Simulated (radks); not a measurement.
# Co⁺ inside a hard spherical wall

One table from this session's results is given with a row withheld; the runs are named, their logs left out.

Program: radks (a radial shooting solver on a logarithmic mesh, Libxc functionals) version 1. Level of theory: non-relativistic Kohn-Sham, PBE, spin-unpolarised, spherical densities, point nucleus. These are calculated values, not measurements, unless marked.

### The system

```
element       : cobalt (Z = 27)
charge        : +1
electrons     : 26
configuration : [Ar] 3d8
```

The outer shells:

Co⁺
```
[Ar] core
3d [↑↓][↑↓][↑↓][↑ ][↑ ]
```

Set-up of the first run:

The run's settings:

```text
Z 27
configuration [Ar] 3d8 4s0 4p0 4d0
relativity non-relativistic
functional pbe,pbe
spin unpolarised
nucleus point
```

Command:

```bash
$ python run_ks.py task.json out
```

The same process makes all the runs of this session.

Steps of the session up to this table: The free atom; Wall at 20 bohr; Wall at 15 bohr; Wall at 12 bohr; Wall at 6 bohr; Wall at 4 bohr; Wall at 3.5 bohr; Wall at 2.5 bohr; Wall at 1.5 bohr.

One of the session's tables, all rows but one given; the rest of the session is left out.

| R (bohr) | E − E(free) (eV) | ε(3d) (eV) | ε(4s, empty) (eV) | ε(4p, empty) (eV) |
| --- | --- | --- | --- | --- |
| free | 0.000 | -12.320 | -10.923 | -6.308 |
| 20 | 0.000 | -12.320 | -10.923 | -6.308 |
| 15 | 0.000 | -12.320 | -10.923 | -6.308 |
| 12 | 0.000 | -12.320 | -10.923 | -6.306 |
| 6 | 0.053 | -12.182 | -10.611 | -5.358 |
| 4 | 1.479 | -10.446 | -6.781 | 0.748 |
| 3.5 | ? | ? | ? | ? |
| 2.5 | 23.317 | 1.081 | 23.520 | 37.496 |
| 1.5 | 312.42 | 62.843 | 217.67 | 236.67 |

Estimate the missing values for R (bohr) = 3.5.

Worked estimate for «E − E(free) (eV)». A straight line through the neighbours (4, 1.479) and (2.5, 23.317) gives 1.479 + (23.317 − 1.479) × (3.5 − 4) / (2.5 − 4) = 8.758; a parabola fitted to 4 rows on both sides gives -18.635.

**Answer.** E − E(free) (eV): 3.500; ε(3d) (eV): -8.787; ε(4s, empty) (eV): -2.902; ε(4p, empty) (eV): 5.970. In «E − E(free) (eV)» the line misses by +5.258 and the parabola by -22.135.

Shells are not refilled when levels cross, and a hard wall is a model, not a crystal.
